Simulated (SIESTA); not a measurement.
The system is ZrB.

```
Zr B
1.0
     0.00000    2.32500    2.32500
     2.32500    0.00000    2.32500
     2.32500    2.32500    0.00000
Zr B
1 1
Cartesian
  0.0000 0.0000 0.0000
  2.3250 2.3250 2.3250
```

Base run:

- Program: SIESTA 5.4.2
- Functional: BLYP
- Potentials or basis: PseudoDojo 0.4 standard (PBE files)
- Basis: DZP (energy shift 0.003 Ry; two zetas on semicore shells)
- Grid cutoff: 800 Ry
- Energy shift: 0.003 Ry
- k mesh: 10 × 10 × 10
- Occupations: fermi-dirac, width 0.05 eV
- Spin: no spin polarisation

Its results: band gap on the k mesh none (metal or under the smearing width); pressure 43.9 GPa.

Problem. The run is repeated on the same cell with these changes: functional from BLYP to PBE. What comes out?

Solution. Band gap on the k mesh none (metal or under the smearing width); pressure 35.7 GPa.

PBE binds more tightly than BLYP, so the same cell stands under less pressure.

Caveats: a pressure of tens of GPa on the cell as given is suspect, and the run, the potentials or the cell itself is likely at fault; the basis of atomic orbitals isn't converged, which shifts pressures, moduli and gaps; the potentials were made for another functional, which shifts forces and pressure (some runs).

Not every run made on this cell is shown here.
